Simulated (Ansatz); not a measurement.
# SiC3: the cost of one run

Program: Ansatz 0.2.0. Level of theory: DFT PBEsol, scalar-relativistic, plane waves, PAW. These are calculated values, not measurements.

### Step 1. The system as given

The cell holds 24 atoms (C18Si6): a = 5.757 Å, b = 5.757 Å, c = 7.051 Å, α = 90.00°, β = 90.00°, γ = 120.00°.

The sites of an ideal diamond lattice, at a guessed lattice constant, take 18 C, 6 Si (sublattices apart by semicolons), with a shake of 0.02 Å. Warren-Cowley parameters of the first shell (negative: unlike neighbours preferred): C-Si +0.33. In a cell this small the draw can fall short of the order aimed at.

As a file:

```xyz
24
Lattice="-4.0710 -4.0710 0.0000 0.0000 4.0710 4.0710 -4.0710 4.0710 -4.0710" Properties=species:S:1:pos:R:3 pbc="T T T"
C    -2.0553   -2.0166   -0.0065
C    -4.0663    0.0276    4.0538
C    -6.1078   -0.0163   -2.0532
C    -4.0643    2.0279   -2.0029
C    -2.0186    2.0601   -0.0406
C    -6.1021    4.0507   -2.0186
C    -4.0539   -2.0190    2.0331
C    -6.1056    2.0236    0.0118
C    -4.0804    4.0929    0.0230
C    -5.0653    3.0199   -3.0579
C    -7.1444    1.0248   -3.0727
C    -5.1050    0.9992   -1.0300
C    -3.0526    3.0460   -1.0055
C    -3.0371    1.0164    1.0183
C    -5.0596    5.1021   -1.0250
C    -7.1494    3.0939   -1.0339
C    -5.0745    3.0289    1.0274
C    -5.0855    1.0431    3.0371
Si   -4.1043    0.0162    0.0154
Si   -4.0767    2.0267    2.0189
Si   -2.0466    4.1060    2.0126
Si   -1.0497    3.0654    1.0176
Si   -3.0162    5.0645    1.0181
Si   -3.0627    3.0673    3.0317
```

### Step 2. Relaxation without symmetry, coarse mesh

A cheap relaxation: coarse mesh, no symmetry, loose thresholds.

input.yaml

```yaml
crystal:
  lattice:
    - [-4.07101222, -4.07101222, 0.0]
    - [0.0, 4.07101222, 4.07101222]
    - [-4.07101222, 4.07101222, -4.07101222]
  atoms:
    - { symbol: C, position: [0.5011588669, 0.0021089184, 0.0037024691] }
    - { symbol: C, position: [0.9955528304, 0.9990559438, 0.0032831273] }
    - { symbol: C, position: [0.8334326146, 0.1625405881, 0.6668790383] }
    - { symbol: C, position: [0.3355228219, 0.1708389011, 0.6628234012] }
    - { symbol: C, position: [0.1585635118, 0.3273157568, 0.3372825035] }
    - { symbol: C, position: [0.5023279716, 0.5007355162, 0.9965923001] }
    - { symbol: C, position: [0.9956422935, 0.4995527278, 0.0001498342] }
    - { symbol: C, position: [0.8351178116, 0.6675395035, 0.6646481442] }
    - { symbol: C, position: [0.334964029, 0.6729955629, 0.6673457488] }
    - { symbol: C, position: [0.3318352648, 0.1612565093, 0.9123910119] }
    - { symbol: C, position: [0.8344620805, 0.1657042466, 0.9204918637] }
    - { symbol: C, position: [0.6698380546, 0.3311402397, 0.5841436831] }
    - { symbol: C, position: [0.168152498, 0.334683573, 0.5816845191] }
    - { symbol: C, position: [0.497514186, 0.4986557378, 0.2485160143] }
    - { symbol: C, position: [0.3268696713, 0.6641716773, 0.9159624141] }
    - { symbol: C, position: [0.8327945494, 0.6694087067, 0.9233755117] }
    - { symbol: C, position: [0.6671142932, 0.8317404034, 0.5793796474] }
    - { symbol: C, position: [0.9960641778, 0.9991624316, 0.2531260619] }
    - { symbol: Si, position: [0.6720462836, 0.3399054972, 0.3361208505] }
    - { symbol: Si, position: [0.6669484192, 0.8303492456, 0.3344373749] }
    - { symbol: Si, position: [0.1637377274, 0.8333511821, 0.3389783373] }
    - { symbol: Si, position: [0.004214339, 0.5035793646, 0.2536229263] }
    - { symbol: Si, position: [0.1626064026, 0.8283581436, 0.5782824564] }
    - { symbol: Si, position: [0.4986322541, 0.9983971862, 0.2536927487] }
  symmetry: { detect: false }
basis:
  ecutwfc: 420
kpoints:
  mp_grid: { grid: [3, 3, 2], shift: [0.0, 0.0, 0.5] }
hamiltonian:
  xc: pbesol
scf:
  occupations: { method: gaussian, width: 0.1 }
  lower_state_search: "off"
output:
  forces: true
  stress: true
  eigenvalues: true
relax:
  adjacent_minimum: "off"
  f_tol: 0.04
  max_steps: 50
  cell: { stress_tol: 0.3 }
```

Command:

```
> ansatz run input.yaml --threads 4 --pin off --max-ram 9216MiB --backend cpu --events-out ev --progress --plain --runs-dir out
```

Q: Estimate wall time and peak memory on 4 threads of Arm Neoverse V2, shared host.

About 2.9 min, with a peak of 0.59 GiB.
